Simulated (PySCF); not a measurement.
# GaBr₂Cl: geometry, electronic excitations

Wanted: the electronic excitations of GaBr₂Cl (`[Cl][Ga]([Br])[Br]`), by calculation.

Programs: PySCF 2.14.0, with density-fitted response routines of our own. Each step states its level of theory. These are calculated values for one molecule in the gas phase, unless marked as measured. Atoms are numbered from 0 throughout.

**1. Starting geometry**

4 atoms, charge 0, multiplicity 1; geometry from: GFN2-xTB. The atoms were then displaced at random by about 0.01 Å, so the start is not that level's minimum.

Bonds of the start (Å): Cl0–Ga1 2.09, Ga1–Br2 2.27, Ga1–Br3 2.28.

**2. Relaxing the molecule at PBE0-D3(BJ)/def2-SVP**

Job settings and geometry (Å):

```
{"job": {"xc": "PBE0", "basis": "def2-SVP", "d3": "d3bj", "grid": 1, "shake": 0.01, "kind": "geom"}, "charge": 0, "multiplicity": 1}
Cl    -1.075480    -1.889360    -0.030630
Ga    -0.045540    -0.075000    -0.008860
Br     2.227380    -0.019630    -0.001560
Br    -1.068360     1.958610     0.008040
```

On the command line:

```bash
OMP_NUM_THREADS=1 python probes_run.py task.json out
```

The driver reads the jobs from task.json and runs them one after another.

**Question.** This job is followed by: TDDFT PBE0/aug-cc-pVTZ, vertical, gas phase, core orbitals frozen in the response; TDDFT PBE0/def2-TZVPD, vertical, gas phase, core orbitals frozen in the response. Predict these results of the whole session: point group; rotational constants (main isotopes); lowest singlet (PBE0/aug-cc-pVTZ); brightest single state of those computed; lowest triplet; range of the lowest singlet.

As calculated:

| quantity | value |
| --- | --- |
| point group | C2v |
| rotational constants (main isotopes) | 1.62, 0.82, 0.55 GHz |
| lowest singlet (PBE0/aug-cc-pVTZ) | 5.28 eV (235 nm), f = 0.006 |
| brightest single state of those computed | state 8, 6.37 eV, f = 0.115 |
| lowest triplet | 4.93 eV |
| range of the lowest singlet | 5.28 to 5.28 eV |

**Reading.** The start of the PBE0/def2-SVP relaxation was shaken at random by about 0.01 Å, so part of the energy gained, and of the first lengths quoted, undoes that. Over 5 steps the energy fell by 0.030 eV; of the close pairs, Cl0–Ga1 changed most, 2.086 to 2.126 Å. The first singlet state (HOMO→LUMO 0.98) lies at 5.28 eV and is weak; of the 10 states computed, the strongest absorption comes from state 8 at 6.37 eV. The lowest triplet lies 0.36 eV below the lowest singlet (triplets in Tamm-Dancoff, singlets in full TDDFT).
